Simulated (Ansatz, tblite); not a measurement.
# C30H26S8: a ladder of methods and basis sets

Aim: run the singlet of C30H26S8 at one geometry on many levels, and compare frontier levels, spin and run time.

Computed with Ansatz 0.2.0, Gaussian basis. Level: as each input shows.

Levels to be run: GFN1-xTB, GFN2-xTB, PBE-D4/def2-TZVP, r2SCAN-D4/def2-TZVP, HF/def2-TZVP, r2SCAN0-D4/def2-TZVP, PBE-D4/def2-SVP, PBE0-D4/def2-SVP, HF/STO-3G, MP2/def2-SVP, RPA/def2-SVP.

**1. The structure**

The singlet was relaxed beforehand with PBE-D4/def2-SVP.

64 atoms, charge 0, spin multiplicity 1.

Bond lengths: C1–C2 1.500 Å, C1–H39 1.110 Å, C1–H40 1.110 Å, C1–H41 1.107 Å, C2–C3 1.424 Å, C2–C37 1.396 Å, C3–C4 1.398 Å, C3–H42 1.100 Å, C4–C5 1.443 Å, C4–S36 1.755 Å, C5–S6 1.754 Å, C5–C34 1.406 Å, S6–C7 1.754 Å, C7–C8 1.440 Å, C7–C33 1.398 Å, C8–S9 1.755 Å, C8–C31 1.408 Å, S9–C10 1.755 Å and more. Angles: C2–C1–H39 111.1°, C2–C1–H40 111.2°, C2–C1–H41 110.7°, H39–C1–H40 107.0°, H39–C1–H41 108.3°, H40–C1–H41 108.4°, C1–C2–C3 124.1°, C1–C2–C37 124.4°, C3–C2–C37 111.5°, C2–C3–C4 114.9°, C2–C3–H42 122.9°, C4–C3–H42 122.2°, C3–C4–C5 127.6°, C3–C4–S36 109.6°, C5–C4–S36 122.8°, C4–C5–S6 118.4°, C4–C5–C34 130.8°, S6–C5–C34 110.8° and more.

PBE0-D4/def2-TZVP was run before; its log isn't repeated, and its numbers join the tables.

**2. GFN1-xTB**

Tight binding, by tblite at 300 K electronic temperature and without a spin-polarisation term:

```python
tblite.interface.Calculator('GFN1-xTB', numbers, positions, charge=0, uhf=0).singlepoint()
```

Energy -2912.5462 eV, HOMO -9.99 eV, LUMO -8.57 eV; 0.32 s.

**3. GFN2-xTB**

Tight binding, by tblite at 300 K electronic temperature and without a spin-polarisation term:

```python
tblite.interface.Calculator('GFN2-xTB', numbers, positions, charge=0, uhf=0).singlepoint()
```

Energy -2815.5624 eV, HOMO -9.50 eV, LUMO -8.12 eV; 0.34 s.

**4. PBE-D4/def2-TZVP**

start.molden holds the orbitals of an earlier run on this state, given as this run's starting guess.

File in.yaml:

```yaml
crystal:
  periodic: [false, false, false]
  atoms:
    - {symbol: C, position_ang: [-10.950625, -2.047793, -0.407005]}
    - {symbol: C, position_ang: [-10.090039, -0.819162, -0.392861]}
    - {symbol: C, position_ang: [-8.668660, -0.840135, -0.310986]}
    - {symbol: C, position_ang: [-8.060139, 0.418003, -0.312829]}
    - {symbol: C, position_ang: [-6.648358, 0.713055, -0.256603]}
    - {symbol: S, position_ang: [-5.514986, -0.625713, -0.287690]}
    - {symbol: C, position_ang: [-4.125949, 0.441003, -0.185104]}
    - {symbol: C, position_ang: [-2.770864, -0.044098, -0.157765]}
    - {symbol: S, position_ang: [-1.472065, 1.123397, 0.013735]}
    - {symbol: C, position_ang: [-0.235908, -0.121263, -0.036479]}
    - {symbol: C, position_ang: [1.169175, 0.174733, 0.055417]}
    - {symbol: S, position_ang: [2.312651, -1.146810, -0.109354]}
    - {symbol: C, position_ang: [3.693823, -0.087562, 0.111426]}
    - {symbol: C, position_ang: [5.051877, -0.564837, 0.096971]}
    - {symbol: S, position_ang: [6.342163, 0.585057, 0.399837]}
    - {symbol: C, position_ang: [7.585663, -0.639034, 0.220983]}
    - {symbol: C, position_ang: [8.992397, -0.346357, 0.353834]}
    - {symbol: S, position_ang: [10.146773, -1.655042, 0.146327]}
    - {symbol: C, position_ang: [11.498449, -0.607984, 0.500393]}
    - {symbol: S, position_ang: [13.168609, -1.157367, 0.389823]}
    - {symbol: C, position_ang: [11.066708, 0.689140, 0.727863]}
    - {symbol: C, position_ang: [9.652957, 0.859401, 0.646360]}
    - {symbol: C, position_ang: [8.973339, 2.178981, 0.877394]}
    - {symbol: C, position_ang: [6.989646, -1.870984, -0.057843]}
    - {symbol: C, position_ang: [5.573993, -1.852104, -0.129807]}
    - {symbol: C, position_ang: [4.749310, -3.073292, -0.419469]}
    - {symbol: C, position_ang: [3.249021, 1.224694, 0.297520]}
    - {symbol: C, position_ang: [1.842665, 1.392649, 0.268328]}
    - {symbol: C, position_ang: [1.170614, 2.723607, 0.446457]}
    - {symbol: C, position_ang: [-0.842145, -1.373065, -0.179436]}
    - {symbol: C, position_ang: [-2.257243, -1.351503, -0.247902]}
    - {symbol: C, position_ang: [-3.091854, -2.590944, -0.395798]}
    - {symbol: C, position_ang: [-4.561256, 1.768324, -0.134784]}
    - {symbol: C, position_ang: [-5.968042, 1.940722, -0.174565]}
    - {symbol: C, position_ang: [-6.631205, 3.287393, -0.134012]}
    - {symbol: S, position_ang: [-9.289705, 1.666589, -0.410153]}
    - {symbol: C, position_ang: [-10.578473, 0.487070, -0.465176]}
    - {symbol: S, position_ang: [-12.258979, 1.023262, -0.476829]}
    - {symbol: H, position_ang: [-10.724120, -2.683482, -1.288821]}
    - {symbol: H, position_ang: [-10.776467, -2.669661, 0.495707]}
    - {symbol: H, position_ang: [-12.022706, -1.773479, -0.441557]}
    - {symbol: H, position_ang: [-8.087711, -1.772097, -0.247440]}
    - {symbol: H, position_ang: [13.123588, -2.074333, 1.405511]}
    - {symbol: H, position_ang: [11.763000, 1.505974, 0.963341]}
    - {symbol: H, position_ang: [8.273272, 2.139684, 1.739470]}
    - {symbol: H, position_ang: [8.376528, 2.497712, -0.003784]}
    - {symbol: H, position_ang: [9.718222, 2.971309, 1.084572]}
    - {symbol: H, position_ang: [7.578878, -2.786897, -0.210436]}
    - {symbol: H, position_ang: [4.062699, -3.316212, 0.419240]}
    - {symbol: H, position_ang: [4.115633, -2.939003, -1.321565]}
    - {symbol: H, position_ang: [5.398512, -3.953367, -0.589608]}
    - {symbol: H, position_ang: [3.943026, 2.063280, 0.453259]}
    - {symbol: H, position_ang: [0.591566, 3.017743, -0.454705]}
    - {symbol: H, position_ang: [1.917584, 3.516949, 0.640500]}
    - {symbol: H, position_ang: [0.454919, 2.714832, 1.295534]}
    - {symbol: H, position_ang: [-0.260087, -2.304713, -0.229746]}
    - {symbol: H, position_ang: [-3.729016, -2.554230, -1.304727]}
    - {symbol: H, position_ang: [-3.776694, -2.732595, 0.467258]}
    - {symbol: H, position_ang: [-2.449960, -3.489793, -0.467987]}
    - {symbol: H, position_ang: [-3.861680, 2.614315, -0.071079]}
    - {symbol: H, position_ang: [-7.202130, 3.494175, -1.064341]}
    - {symbol: H, position_ang: [-7.353279, 3.367356, 0.705886]}
    - {symbol: H, position_ang: [-5.879829, 4.091195, -0.014095]}
    - {symbol: H, position_ang: [-12.407070, 1.173318, -1.830613]}
basis:
  gaussian: {orbitals: def2-TZVP, fitting: {mean_field: def2-universal-jkfit}, initial_orbitals: start.molden}
hamiltonian: {xc: pbe, dispersion: d4}
scf: {omitted_lower_state_checks: [starts]}
output: {orbitals: {seedname: orbitals}}
```

Command:

```
$ ansatz run in.yaml --threads 4 --pin off --events-out ev --progress --plain --max-ram 46080MiB --backend cuda --devices 0, --max-vram 37GiB
```

After this run come: r2SCAN-D4/def2-TZVP; HF/def2-TZVP; r2SCAN0-D4/def2-TZVP; PBE-D4/def2-SVP; PBE0-D4/def2-SVP; HF/STO-3G; MP2/def2-SVP; RPA/def2-SVP.

**Question.** What will the summary of the whole plan be? Wanted: gap in def2-TZVP, named functionals and Hartree-Fock, smallest and largest; correlation energy, MP2/def2-SVP; binding an atom, functionals in def2-TZVP; PBE0 total energy, smallest basis above largest.

As calculated:

| quantity | value |
| --- | --- |
| gap in def2-TZVP, named functionals and Hartree-Fock, smallest and largest | 1.46 eV (PBE-D4), 6.73 eV (HF) |
| correlation energy, MP2/def2-SVP | -138.55 eV |
| binding an atom, functionals in def2-TZVP | 4.77 (r2SCAN0-D4) to 5.03 eV (PBE-D4) |
| PBE0 total energy, smallest basis above largest | 62.80 eV (def2-SVP, def2-TZVP) |

Orbital gaps of the named functionals and Hartree-Fock in def2-TZVP span 1.46 eV (PBE-D4) to 6.73 eV (HF); exact exchange widens it.
